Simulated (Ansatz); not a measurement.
**SiIF3: up Jacob's ladder to CCSD(T)**

How much do the methods differ for SiIF3? The plan is to run it at one geometry with functionals of several rungs and with coupled cluster. The yardstick is the atomisation energy at the CCSD(T) limit.

Program: Ansatz 0.2.0, Gaussian basis. Level of theory: functionals in def2-TZVPP, the program's frozen cores in correlated methods. These are calculated values, not measurements.

Levels to be run: LDA (SPW92), PBE-D4, revPBE-D4, BLYP-D4, r2SCAN-D4, B97M-V, PBE0-D4, B3LYP-D4, r2SCANh-D4, r2SCAN0-D4, HSE06-D4, BHLYP-D4, CAM-B3LYP-D4, LC-ωPBE, ωB97X-V, ωB97M-V, B2PLYP, PBE-QIDH; CCSD(T)/def2-SVP; CCSD(T)/def2-TZVPP; MP2/def2-QZVPP; extrapolation to the limit; RPA on PBE.

## Step 1: Structure used throughout

All runs share one geometry, relaxed beforehand with PBE0-D4 in a triple-zeta def2 set. I takes the def2 core potential; no spin-orbit term is included.

5 atoms, charge 0, spin multiplicity 1.

Atoms are counted from 1 here; the program's logs count them from 0.

Bond lengths: F1–Si2 1.570 Å, Si2–F3 1.570 Å, Si2–F4 1.570 Å, Si2–I5 2.383 Å. Angles: F1–Si2–F3 108.0°, F1–Si2–F4 108.0°, F1–Si2–I5 110.9°, F3–Si2–F4 108.0°, F3–Si2–I5 110.9°, F4–Si2–I5 110.9°.

## Step 2: LDA

This LDA is Slater exchange with PW92 correlation.

The input, in.yaml:

```yaml
crystal:
  periodic: [false, false, false]
  atoms:
    - {symbol: F, position_ang: [-0.003024, -0.011505, 1.617293]}
    - {symbol: Si, position_ang: [0.085983, -0.116123, 0.053310]}
    - {symbol: F, position_ang: [-0.432137, -1.536745, -0.368920]}
    - {symbol: F, position_ang: [1.598025, -0.009061, -0.355562]}
    - {symbol: I, position_ang: [-1.198946, 1.599836, -0.987620]}
basis:
  gaussian: {orbitals: def2-TZVPP}
hamiltonian: {xc: lda}
output: {orbitals: {seedname: orbitals}}
```

Further steps of the session: PBE-D4 (GGA); revPBE-D4 (GGA); BLYP-D4 (GGA); r2SCAN-D4 (meta-GGA); B97M-V (meta-GGA); PBE0-D4 (hybrid); B3LYP-D4 (hybrid); r2SCANh-D4 (hybrid); r2SCAN0-D4 (hybrid); HSE06-D4 (hybrid); BHLYP-D4 (hybrid); CAM-B3LYP-D4 (range-separated); LC-ωPBE-D4 (range-separated); ωB97X-V (range-separated); ωB97M-V (range-separated); B2PLYP (double hybrid); PBE-QIDH (double hybrid); CCSD(T) in def2-SVP; CCSD(T) in def2-TZVPP; MP2 in def2-QZVPP; RPA on PBE orbitals.

Before running them: what should the planned runs give, taken together? Wanted: atomisation energy, CCSD(T)/CBS; farthest beyond LDA; mean size of error, GGA; mean size of error, meta-GGA; mean size of error, hybrid; mean size of error, range-separated; mean size of error, double hybrid; gap, smallest and largest; T1 diagnostic.

**Answer**, as computed:

```
                               quantity                                  value
        atomisation energy, CCSD(T)/CBS                          2076.2 kJ/mol
 functionals within 20.8 kJ/mol (1.0 %)                      PBE-D4, r2SCAN-D4
                    farthest beyond LDA               BHLYP-D4 (-142.2 kJ/mol)
                mean size of error, GGA                            41.4 kJ/mol
           mean size of error, meta-GGA                            25.4 kJ/mol
             mean size of error, hybrid                            75.8 kJ/mol
    mean size of error, range-separated                            35.7 kJ/mol
      mean size of error, double hybrid                            52.2 kJ/mol
              gap, smallest and largest  5.63 eV (BLYP-D4), 12.79 eV (LC-ωPBE)
                          T1 diagnostic                                 0.0104
triples share of the correlation energy                                  2.6 %
```

What this shows: The LDA atomisation energy is off by 299.8 kJ/mol (14 %): it overbinds. PBE-D4 misses by +0.9 kJ/mol. Double hybrids carry the basis error of their MP2 part in triple zeta, and no dispersion term here, so their miss is partly the set-up's. By mean error the best rung here is meta-GGA (25.4 kJ/mol) and the worst beyond LDA is hybrid (75.8 kJ/mol). The gap between the best rungs is small, so their order is not settled. The mean of the hybrids holds BHLYP, with half exact exchange. RPA and LDA stand outside this count. Misses under about 20.8 kJ/mol are within the doubt on the reference itself, which lacks core-valence correlation, spin-orbit coupling and higher excitations, and its outer-core shells are covered unevenly. All levels share the lack of spin-orbit coupling, which lowers the free heavy atoms and so the true binding. Hartree-Fock recovers 73 % of the binding; the rest is correlation. CCSD(T) in def2-SVP is off by -245.4 kJ/mol, more than most functionals: a good method in a small basis is no reference. Orbital gaps span 5.6 to 12.8 eV; exact exchange widens them. Correlated methods include outer-core shells of I, which these sets cover unevenly.
